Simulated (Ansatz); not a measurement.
I need an atomisation energy of CH₈AlBSi, SMILES B[SiH2][AlH][CH3]. Use Ansatz's Python interface. Use (for the species named): PBE, aug-cc-pVDZ basis, multiplicity 1, D4 dispersion.

```xyz
12

B    -1.6066    1.5199   -0.4119
Si   -1.2118    0.3219    0.9972
Al    0.9987   -0.3610    0.7199
C     1.6659   -1.2464   -0.9569
H    -1.5677    1.2159   -1.5686
H    -1.9955    2.6808   -0.1637
H    -1.3484    0.9861    2.3057
H    -2.0533   -0.8305    0.9123
H     2.0993   -0.0839    1.9374
H     1.9837   -2.2685   -0.6997
H     0.7081   -1.3409   -1.6109
H     2.4045   -0.6487   -1.4269
```

`tae_ch8albsi.py`:
```python
"""Energy to split CH8AlBSi into its atoms."""

from collections import Counter

import ansatz as az
from ase import Atoms


def energy_of(molecule, charge=0, unpaired=0):
    calc = (
        molecule.calculation()
        .basis(gaussian="aug-cc-pVDZ")  # atom-centred Gaussian functions
        .functional("pbe", dispersion="d4")
    )
    if charge:
        calc = calc.charge(charge)
    if unpaired:
        calc = calc.spin("collinear", total=unpaired)
    report = calc.run().report
    if report["published_state_doubts"]:
        print("  doubts:", report["published_state_doubts"])
    return report["free_energy_ev"]

atoms = Atoms(["B", "Si", "Al", "C", "H", "H", "H", "H", "H", "H", "H", "H"], positions=[
    (-1.6066, 1.5199, -0.4119),
    (-1.2118, 0.3219, 0.9972),
    (0.9987, -0.361, 0.7199),
    (1.6659, -1.2464, -0.9569),
    (-1.5677, 1.2159, -1.5686),
    (-1.9955, 2.6808, -0.1637),
    (-1.3484, 0.9861, 2.3057),
    (-2.0533, -0.8305, 0.9123),
    (2.0993, -0.0839, 1.9374),
    (1.9837, -2.2685, -0.6997),
    (0.7081, -1.3409, -1.6109),
    (2.4045, -0.6487, -1.4269),
])
system = az.Crystal.molecule_from_ase(atoms)

# unpaired electrons of the ground-state atoms
unpaired = {"B": 1, "Si": 2, "Al": 1, "C": 2, "H": 1}
counts = Counter(site.symbol for site in system.cartesian_sites)
atom_energy = {s: energy_of(az.Crystal.molecule().atom(s, (0, 0, 0)), 0, unpaired[s]) for s in counts}
whole = energy_of(system, 0, 0)
for s, e in atom_energy.items():
    print(f"{s:2s} x{counts[s]}  {e:14.5f} eV")
print(f"CH8AlBSi: {whole:.5f} eV")
split = sum(counts[s] * e for s, e in atom_energy.items()) - whole
print(f"atomisation energy (no zero-point term): {split:.3f} eV, {split / sum(counts.values()):.3f} eV an atom")
```

Running `python tae_ch8albsi.py` prints:
```text
B  x1      -669.61904 eV
Si x1     -7870.08568 eV
Al x1     -6591.23168 eV
C  x1     -1028.34873 eV
H  x8       -13.58459 eV
CH8AlBSi: -16305.75472 eV
atomisation energy (no zero-point term): 37.793 eV, 3.149 eV an atom
```

37.793 eV from the electronic energies, without the zero-point term.

Caveats:
- Total energies depend on the basis set; only differences at equal settings carry meaning.
- The geometry is a force-field or estimated start, not a minimum of this method, and the basis set is short of its limit. All parts are taken at fixed geometry, without zero-point energy.
- For Al to Cl the sets with a tight d function, cc-pV(X+d)Z, are usual.
- This functional overbinds, so such energies come out a few per cent too high (LDA far more).
- Hardware and time: 11 s on 1 thread of Intel(R) Xeon(R) Processor @ 2.30GHz, with other jobs on the host, peak memory 0.35 GiB.
